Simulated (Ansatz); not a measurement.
# CH8AlGaOSi: vertical ionisation energy

How much energy removes an electron from CH8AlGaOSi at fixed geometry? The cation is run at each level and the neutral's energy taken from earlier runs.

Computed with Ansatz 0.2.0, Gaussian basis. Level: unrestricted cation, the program's frozen cores in correlated methods.

Plan: UKS PBE-D4/def2-TZVPP; UKS r2SCAN-D4/def2-TZVPP; UKS PBE0-D4/def2-TZVPP; UKS B3LYP-D4/def2-TZVPP; UKS wB97X-V/def2-TZVPP; UKS wB97M-V/def2-TZVPP; UKS B2PLYP/def2-TZVPP; UHF-CCSD(T)/def2-TZVPP; UHF-MP2/def2-QZVPP; extrapolation to the limit; then −ε(HOMO) from the neutral's earlier runs with LDA (SPW92), PBE-D4, revPBE-D4, BLYP-D4, r2SCAN-D4, B97M-V, PBE0-D4, B3LYP-D4, r2SCANh-D4, r2SCAN0-D4, HSE06-D4, BHLYP-D4, CAM-B3LYP-D4, LC-ωPBE, ωB97X-V, ωB97M-V.

## (1) The relaxed structure

All runs share one geometry, relaxed beforehand with PBE0-D4/def2-TZVP.

SMILES `[CH3][AlH][O][SiH2][GaH2]`, 13 atoms, charge 0, spin multiplicity 1.

Atoms are counted from 1 here; the program's logs count them from 0.

Bond lengths: C1–Al2 1.942 Å, C1–H6 1.095 Å, C1–H7 1.093 Å, C1–H8 1.095 Å, Al2–O3 1.687 Å, Al2–H9 1.584 Å, O3–Si4 1.628 Å, Si4–Ga5 2.417 Å, Si4–H10 1.495 Å, Si4–H11 1.495 Å, Ga5–H12 1.576 Å, Ga5–H13 1.578 Å. Angles: Al2–C1–H6 110.9°, Al2–C1–H7 112.5°, Al2–C1–H8 111.0°, H6–C1–H7 107.9°, H6–C1–H8 106.5°, H7–C1–H8 107.9°, C1–Al2–O3 118.6°, C1–Al2–H9 124.7°, O3–Al2–H9 116.7°, Al2–O3–Si4 174.5°, O3–Si4–Ga5 112.2°, O3–Si4–H10 110.0°, O3–Si4–H11 109.5°, Ga5–Si4–H10 109.5°, Ga5–Si4–H11 109.5°, H10–Si4–H11 105.9°, Si4–Ga5–H12 121.7°, Si4–Ga5–H13 121.4° and more.

## (2) Cation, UKS PBE-D4/def2-TZVPP

File in.yaml:

```yaml
crystal:
  periodic: [false, false, false]
  atoms:
    - {symbol: C, position_ang: [-2.832539, -0.405696, 0.224713]}
    - {symbol: Al, position_ang: [-1.120338, -0.862778, 1.018949]}
    - {symbol: O, position_ang: [0.275524, -0.673196, 0.091212]}
    - {symbol: Si, position_ang: [1.697257, -0.455034, -0.671117]}
    - {symbol: Ga, position_ang: [2.542513, 1.793804, -0.402558]}
    - {symbol: H, position_ang: [-2.847183, 0.641500, -0.094462]}
    - {symbol: H, position_ang: [-3.666459, -0.558258, 0.914177]}
    - {symbol: H, position_ang: [-3.021672, -1.006542, -0.670617]}
    - {symbol: H, position_ang: [-0.926618, -1.406827, 2.493384]}
    - {symbol: H, position_ang: [2.706539, -1.432074, -0.158760]}
    - {symbol: H, position_ang: [1.535684, -0.758209, -2.126253]}
    - {symbol: H, position_ang: [3.897698, 2.252544, -1.063842]}
    - {symbol: H, position_ang: [1.759585, 2.870776, 0.445175]}
basis:
  gaussian: {orbitals: def2-TZVPP}
total_charge: 1
magnetization: {spin_polarized: true, initial_magnetization: 1}
hamiltonian: {xc: pbe, dispersion: d4}
```

Command:

```bash
> ansatz run in.yaml --threads 2 --pin off --events-out ev --progress --plain --max-ram 22528MiB --backend cuda --devices 0, --max-vram 18GiB
```

The runs that follow: Cation, UKS r2SCAN-D4/def2-TZVPP; Cation, UKS PBE0-D4/def2-TZVPP; Cation, UKS B3LYP-D4/def2-TZVPP; Cation, UKS wB97X-V/def2-TZVPP; Cation, UKS wB97M-V/def2-TZVPP; Cation, UKS B2PLYP (frozen core)/def2-TZVPP; Cation, UHF-CCSD(T)/def2-TZVPP; Cation, UHF-MP2/def2-QZVPP.

Before running them: what should the planned runs give, taken together? Wanted: ionisation energy, CCSD(T)/CBS; nearest functional by difference; nearest −ε(HOMO); −ε(HOMO) of PBE; T1 of the cation.

**Answer**, as computed:

| quantity | value |
| --- | --- |
| ionisation energy, CCSD(T)/CBS | 9.33 eV |
| nearest functional by difference | ωB97X-V (-0.15 eV) |
| nearest −ε(HOMO) | ωB97X-V (-0.01 eV) |
| −ε(HOMO) of PBE | 6.01 eV |
| T1 of the cation | 0.018 |

What this shows: Energy differences with functionals land within 0.73 eV of the reference. The PBE orbital energy is 3.3 eV too small: a semilocal HOMO is no ionisation energy. Among orbital estimates ωB97X-V comes nearest. Hartree-Fock falls 0.79 eV short, as the neutral has more correlation energy than the cation. Correlated methods include outer-core shells of Ga, which these sets cover unevenly. With outer-core shells in play the last digit of the reference is unsure.
